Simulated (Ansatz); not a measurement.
**CF (SMILES [C]F): FCI/STO-3G**

What is the electronic atomisation energy of CF at FCI/STO-3G? 

The calculation is run with Ansatz 0.2.0.

44 further runs of the same task are left out: 9 that didn't finish, 35 set aside as unsound or not needed.

**1. Starting point**

CF has 2 atoms, charge 0, and is taken as a doublet. SMILES: `[C]F`. Geometry: relaxed at PBE0-D4/def2-TZVP.

Bond lengths: C1–F2 1.268 Å.

**2. A single-point energy at FCI/STO-3G**

File molecule.yaml:

```yaml
crystal:
  periodic: [false, false, false]
  atoms:
    - {symbol: C, position_ang: [-0.000000, 0.000000, 0.003080]}
    - {symbol: F, position_ang: [0.000000, -0.000000, 1.271320]}
basis:
  gaussian:
    orbitals: STO-3G
accuracy: high
correlation:
  method: fci
  frozen_orbitals: {C: 1, F: 1}
magnetization:
  spin_polarized: true
  initial_magnetization: 1
```

Launch:

```sh
$ ansatz run molecule.yaml --threads 1 --pin off --max-ram 3480MiB --events-out events.jsonl --progress --plain --runs-dir runs
```

What it wrote:

```text
Warning: RAYON_NUM_THREADS=1 ignored (pool sized by the plan → 1); use --threads N
Functional definition: HF
  name "HF"
  exchange = exact_x
  correlation = 0
149 factors; integrals over basis functions are off by at most 3.2e-8 eV
mean field evaluation 1: about -3681.4651 eV, gradient 5.7e0 eV
mean field evaluation 2: about -3681.5225 eV, gradient 5.7e0 eV
mean field evaluation 4: about -3681.7892 eV, gradient 1.0e0 eV
mean field evaluation 8: about -3681.8099 eV, gradient 8.3e-3 eV
mean field evaluation 16: about -3681.8099 eV, gradient 1.5e-2 eV
mean field -3681.80989094 eV, -135.3040178717 hartree, gradient 5.2e-8 eV, S^2 0.753277; 4 other end points of the search recorded, 0 dependent functions left out
mean field evaluation 32: about -3681.7249 eV, gradient 1.7e-1 eV
2 core orbitals not correlated: weight in the atoms' cores, before any rotation towards them, 1.000 or more for the frozen orbitals, at most 0.000 for the correlated occupied ones
reference -3681.78273866 eV, -135.3030200437 hartree; 6, 5 occupied and 2, 3 virtual orbitals, 149 factors
state -3683.87337872 eV, -135.3798496489 hartree
Total energy: -3683.87337872 eV, -135.3798496489 hartree
```

Run time: 0.67 s. Hardware: 1 thread of Arm Neoverse V1, shared host.

**3. The C atom at the same level**

File molecule.yaml:

```yaml
crystal:
  periodic: [false, false, false]
  atoms:
    - {symbol: C, position_ang: [0.000000, 0.000000, 0.000000]}
basis:
  gaussian: {orbitals: STO-3G}
magnetization: {spin_polarized: true, initial_magnetization: 2}
correlation: {method: fci, frozen_orbitals: {C: 1}}
accuracy: high
```

Launch:

```sh
$ ansatz run molecule.yaml --threads 1 --pin off --max-ram 3480MiB --events-out events.jsonl --progress --plain --runs-dir runs
```

What it wrote:

```text
Warning: RAYON_NUM_THREADS=1 ignored (pool sized by the plan → 1); use --threads N
[... 4 set-up lines as earlier in the session ...]
15 factors; integrals over basis functions are off by at most 9.8e-10 eV
mean field evaluation 1: about -1012.2198 eV, gradient 0.0e0 eV
mean field evaluation 2: about -1012.2198 eV, gradient 0.0e0 eV
mean field -1012.21982732 eV, -37.1983925466 hartree, gradient 0.0e0 eV, S^2 2.000000; 2 other end points of the search recorded, 0 dependent functions left out
mean field evaluation 4: about -1012.2198 eV, gradient 0.0e0 eV
1 core orbitals not correlated: weight in the atoms' cores, before any rotation towards them, 1.000 or more for the frozen orbitals, at most 0.000 for the correlated occupied ones
reference -1012.21982732 eV, -37.1983925466 hartree; 3, 1 occupied and 1, 3 virtual orbitals, 15 factors
state -1012.77017914 eV, -37.2186176033 hartree
Total energy: -1012.77017914 eV, -37.2186176033 hartree
```

Wall time 0.04 s (1 thread of Arm Neoverse V1, shared host).

**4. The F atom, same level**

File molecule.yaml:

```yaml
crystal:
  periodic: [false, false, false]
  atoms:
    - {symbol: F, position_ang: [0.000000, 0.000000, 0.000000]}
basis:
  gaussian:
    orbitals: STO-3G
magnetization:
  spin_polarized: true
  initial_magnetization: 1
correlation:
  method: fci
  frozen_orbitals: {F: 1}
accuracy: high
```

Run the same way, it converges to -97.98651 Eh (log not shown).

**5. What came out**

At FCI/STO-3G, 2 core orbitals frozen:

| quantity | value |
| --- | --- |
| molecule: total energy | -135.37985 Eh |
| molecule: correlation energy (2 core orbitals frozen) | -76.8 mEh |
| C atom: total energy | -37.21862 Eh |
| C atom: correlation energy (1 core orbital frozen) | -20.2 mEh |
| F atom: total energy | -97.98651 Eh |
| F atom: correlation energy (1 core orbital frozen) | 0.0 mEh |
| electronic atomisation energy | 4.755 eV |

Taking the molecule apart into free atoms costs 4.75 eV (110 kcal/mol), before zero-point energy and without spin-orbit coupling. In a minimal basis such a difference can be off by several eV, whatever the method.
